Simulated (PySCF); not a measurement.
# C2H6Nd (Nd(CH3)22+): the cost of one run

The runs use PySCF 2.14.0; PBE0, Nd lcecp-2-SVP with ECP48, C def2-SVP, H def2-SVP; scalar-relativistic core potentials, no spin–orbit coupling.

1 further run of the same task is left out (for a known fault of the program).

## 1. The starting structure

9 atoms, charge 2, spin multiplicity 1.

Bond lengths: Nd1–C2 2.377 Å, Nd1–H3 2.927 Å, Nd1–H4 2.927 Å, Nd1–H5 2.927 Å, Nd1–C6 2.377 Å, Nd1–H7 2.927 Å, Nd1–H8 2.927 Å, Nd1–H9 2.927 Å, C2–H3 1.090 Å, C2–H4 1.090 Å, C2–H5 1.090 Å, C6–H7 1.090 Å, C6–H8 1.090 Å, C6–H9 1.090 Å. Angles: C2–Nd1–H3 20.6°, C2–Nd1–H4 20.6°, C2–Nd1–H5 20.6°, C2–Nd1–C6 131.8°, C2–Nd1–H7 152.3°, C2–Nd1–H8 119.5°, C2–Nd1–H9 119.5°, H3–Nd1–H4 35.4°, H3–Nd1–H5 35.4°, H3–Nd1–C6 152.3°, H3–Nd1–H7 172.9°, H3–Nd1–H8 138.4°, H3–Nd1–H9 138.4°, H4–Nd1–H5 35.4°, H4–Nd1–C6 119.5°, H4–Nd1–H7 138.4°, H4–Nd1–H8 114.3°, H4–Nd1–H9 103.1° and more.

Geometry (Å):

```xyz
9
C2H6Nd
Nd    0.0000    0.0000    0.0000
C     2.1700    0.0000    0.9711
H     2.9214    0.0000    0.1815
H     2.2917    0.8900    1.5885
H     2.2917   -0.8900    1.5885
C    -2.1700    0.0000    0.9711
H    -2.9214    0.0000    0.1815
H    -2.2917   -0.8900    1.5885
H    -2.2917    0.8900    1.5885
```

Formal oxidation states: Nd +4. Each metal's 2 4f electrons lie in its core potential, so multiplicities, spins and levels count the valence alone.

## 2. SCF at the start, singlet

The input, run.py (the lines that set the calculation):

```python
mol = gto.M(atom='''
Nd     0.00000     0.00000     0.00000
C      2.17000     0.00000     0.97110
H      2.92140     0.00000     0.18150
H      2.29170     0.89000     1.58850
H      2.29170    -0.89000     1.58850
C     -2.17000     0.00000     0.97110
H     -2.92140     0.00000     0.18150
H     -2.29170    -0.89000     1.58850
H     -2.29170     0.89000     1.58850''',
    basis={'Nd': 'lcecp-2-SVP', 'C': 'def2-SVP', 'H': 'def2-SVP'},
    ecp={'Nd': 'lcecp-2-SVP'},
    charge=2, spin=0)
mf = dft.RKS(mol, xc='PBE0')
mf.grids.atom_grid = (50, 194)  # f atoms: unpruned, at least (60, 302)
mf = mf.density_fit()  # fitting sets: Nd AutoAux, C def2-universal-JKFIT, H def2-universal-JKFIT
mf.conv_tol = 1e-08; mf.max_cycle = 55
mf.kernel(dm0)  # dm0: free metal ions and neutral atoms
```

Run with:

```bash
$ OMP_NUM_THREADS=2 python run.py
```

**Question.** How long does this run take on 2 threads of Arm Neoverse V1, shared host, and how much memory does it need?

About 2.5 s, with a peak of 0.56 GiB.
